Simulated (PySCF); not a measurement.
# CFN2O2S: the cost of one run

Method: levels as typed in each script, gas phase, geometry from GFN2-xTB; program: PySCF 2.14.0.

## Step 1: Starting geometry

SMILES `N#C[N-]S(=O)(=O)F`, 7 atoms, charge -1, spin multiplicity 1.

Bond lengths: N1–C2 1.158 Å, C2–N3 1.283 Å, N3–S4 1.565 Å, S4–O5 1.434 Å, S4–O6 1.435 Å, S4–F7 1.675 Å. Angles: N1–C2–N3 174.1°, C2–N3–S4 115.1°, N3–S4–O5 116.3°, N3–S4–O6 116.3°, N3–S4–F7 96.4°, O5–S4–O6 117.2°, O5–S4–F7 102.8°, O6–S4–F7 102.8°.

Coordinates:

```xyz
7
charge -1, multiplicity 1
N    -2.9291   -0.1351    0.0002
C    -1.8439    0.2675   -0.0004
N    -0.6926    0.8348   -0.0013
S     0.5296   -0.1434    0.0007
O     0.7823   -0.8432    1.2266
O     0.7801   -0.8514   -1.2220
F     1.7159    1.0388   -0.0042
```

## Step 2: Removing and adding an electron (HF/def2-svpd)

input.py reads:

```python
import numpy as np
from pyscf import gto, scf, dft
from pyscf.scf import atom_ks, atom_hf
from scipy.linalg import block_diag

def solve(mol, dm0=None, hcore=None):
    mf = scf.UHF(mol) if mol.spin else scf.RHF(mol)
    mf = mf.density_fit(auxbasis='def2-universal-jkfit')
    mf.conv_tol, mf.max_cycle = 1e-8, 80
    if hcore is not None:
        mf.get_hcore = lambda *args: hcore
    mf.kernel(dm0)
    if not mf.converged:
        mf = mf.newton().run(mf.mo_coeff, mf.mo_occ, max_cycle=30)
    assert mf.converged, 'SCF not converged'
    return mf

mol = gto.M(atom='''
N     -2.92914    -0.13513     0.00018
C     -1.84389     0.26748    -0.00045
N     -0.69265     0.83479    -0.00132
S      0.52959    -0.14338     0.00074
O      0.78232    -0.84322     1.22657
O      0.78008    -0.85143    -1.22200
F      1.71591     1.03875    -0.00418
''', basis='def2-svpd', charge=-1, spin=0, verbose=4)
mf = solve(mol)
out = dict(e0=mf.e_tot, dm0=mf.make_rdm1(), c=mf.mo_coeff, occ=mf.mo_occ, eps=mf.mo_energy)
for name, dq, spin in [('cation', 1, 1)]:
    ion = mol.copy().set(charge=mol.charge + dq, spin=spin).build()
    mi = solve(ion)
    if spin and dq > 0 and mol.nao < 130:
        c, _, stable, _ = mi.stability(return_status=True)
        if not stable:
            mi = solve(ion, mi.make_rdm1(c, mi.mo_occ))
    print(name, 'vertical energy change / eV', (mi.e_tot - mf.e_tot) * 27.211386)
    out.update({'e_' + name: mi.e_tot, 'dm_' + name: mi.make_rdm1(), 's2_' + name: mi.spin_square()[0], 'eps_' + name: mi.mo_energy, 'occ_' + name: mi.mo_occ})
# spherically averaged free atoms, for the promolecule
atm = scf.atom_hf.get_atm_nrhf(mol)
pro = block_diag(*[(atm[a[0]][2] * atm[a[0]][3]) @ atm[a[0]][2].T for a in mol._atom])
np.savez('result.npz', pro=pro, **out)
```

Launch:

```bash
$ OMP_NUM_THREADS=1 python input.py
```

Q: Estimate wall time and peak memory on 1 thread of Intel Xeon Platinum 8488C (Sapphire Rapids), shared host.

About 8 s, with a peak of 0.3 GiB.
